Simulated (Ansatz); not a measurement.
Consider an atomisation energy of PSr (Ansatz 0.2.0, Python API).

`psr.py`:
```python
'''Energy to split PSr into its atoms.'''

from collections import Counter

import ansatz as az

BASIS = 'def2-SVP'
METHOD = 'CCSD(T)'


def energy_of(molecule, charge=0, unpaired=0):
    calc = (
        molecule.calculation()
        .basis(gaussian=BASIS)
        .correlation(METHOD)
    )
    if charge:
        calc = calc.charge(charge)
    if unpaired:
        calc = calc.spin('collinear', total=unpaired)
    return calc.run().report['free_energy_ev']


def main() -> None:
    mol = (
        az.Crystal.molecule()
        .atom('Sr', (0.0, 0.0, 0.0))
        .atom('P', (0.0, 0.0, 2.775))
    )

    # unpaired electrons of the ground-state atoms
    unpaired = {'Sr': 0, 'P': 3}
    counts = Counter(site.symbol for site in mol.cartesian_sites)
    atom_energy = {s: energy_of(az.Crystal.molecule().atom(s, (0, 0, 0)), 0, unpaired[s]) for s in counts}
    whole = energy_of(mol, 0, 1)
    for s, e in atom_energy.items():
        print(f'{s:2s} x{counts[s]}  {e:14.5f} eV')
    print(f'PSr: {whole:.5f} eV')
    split = sum(counts[s] * e for s, e in atom_energy.items()) - whole
    print(f'atomisation energy (no zero-point term): {23.060548 * split:.1f} kcal/mol, {split / sum(counts.values()):.3f} eV an atom')


if __name__ == '__main__':
    main()
```

What does it cost to take this molecule apart into atoms?

8.8 kcal/mol from the electronic energies, without the zero-point term.

What the script printed:

```console
$ python psr.py
Sr x1      -828.00610 eV
P  x1     -9270.29137 eV
PSr: -10098.68121 eV
atomisation energy (no zero-point term): 8.8 kcal/mol, 0.192 eV an atom
```

Total energies depend on the basis set; only differences at equal settings carry meaning. The geometry is a force-field or estimated start, not a minimum of this method, and the basis set is short of its limit. All parts are taken at fixed geometry, without zero-point energy. def2 sets replace the cores of elements past krypton by effective core potentials. The species is open-shell (spin multiplicity 2). In double-zeta sets correlated atomisation energies come out some 10 to 15 % low. The spin-orbit lowering of heavy atoms is left out. The spin state was assumed, and another may lie lower. Finished in 17 s on 1 thread of Arm Neoverse V2, with other jobs on the host, peak memory 0.19 GiB.

(Lines on the test bed's own set-up are left out of the output.)
